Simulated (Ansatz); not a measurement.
Runs of Ansatz 0.2.0 on CsLiCr2Te2S3. The structure is monoclinic, space group Pm (No. 6). Conventional cell: a = 7.057 Å, b = 3.981 Å, c = 9.084 Å, α = 90.00°, β = 107.12°, γ = 90.00°. Cs (site symmetry m) has 3 S at 3.44 to 3.50 Å and 1 Te at 3.93 Å as nearest neighbours. Li (site symmetry m) has 3 S at 2.21 to 2.30 Å as nearest neighbours. Cr (site symmetry m) has 5 S at 2.47 to 2.63 Å and 1 Te at 2.79 Å and 2 Li at 2.81 Å as nearest neighbours. Around Cr (site symmetry m) lie 2 S at 2.34 to 2.50 Å. Te (site symmetry m) has 3 Cr at 2.76 to 2.79 Å as nearest neighbours. Te (site symmetry m) has 1 S at 2.48 Å and 2 Cr at 2.80 Å as nearest neighbours. Around S (site symmetry m) lie 2 Li at 2.21 Å and 1 Te at 2.48 Å and 1 Cr at 2.51 Å. S (site symmetry m) is surrounded by 3 Cr at 2.34 to 2.47 Å and 1 Li at 2.63 Å. The cell was built by a generator and needn't be a form met in nature.

```csv
task,level,cell,k mesh,cutoff (eV),points for each segment of the path,gap on the mesh (eV),pressure (GPa),moment (μB),relaxed volume (Å³/atom),largest force (eV/Å)
band structure,RPBE,as given,4 × 7 × 3,420,10,(a),1.8,6.00,-,0.16
band structure,r2SCAN,as given,4 × 7 × 3,500,10,(c),-0.1,6.00,-,0.33
relaxation of cell and atoms,RPBE,relaxed,3 × 5 × 3,420,-,0.63,0.0,6.00,28.94,0.01
relaxation of cell and atoms,r2SCAN,relaxed,3 × 5 × 3,500,-,(b),0.0,6.00,26.77,0.01
```

Alike in all rows: potentials or basis Ansatz PAW; spin collinear, ferromagnetic start; smearing fermi-dirac 0.05 eV.

Problem. Fill in the values left out.

Solution. (a) 0.50; (b) 0.70; (c) 0.64.

Caveats: spin-orbit coupling is left out, which moves the levels of the heavy elements; only a ferromagnetic start was run, and an antiferromagnetic order may lie lower in energy; the PAW data sets come from PBE, with cores solved anew for the run's functional, which leaves a small shift of forces and pressure; the magnetic or orbital state may not be the lowest (some runs); odd divisions of the mesh miss points on the zone boundary, where band edges often lie, so the gap on the mesh can be too wide (some runs); the plane-wave basis is chosen anew once the cell has moved, so the energies of steps on either side of that aren't comparable (some runs).

A k mesh can miss the band edges, and the runs leave out spin-orbit coupling on Cs, Te.

Runs at the PBE level aren't shown here.
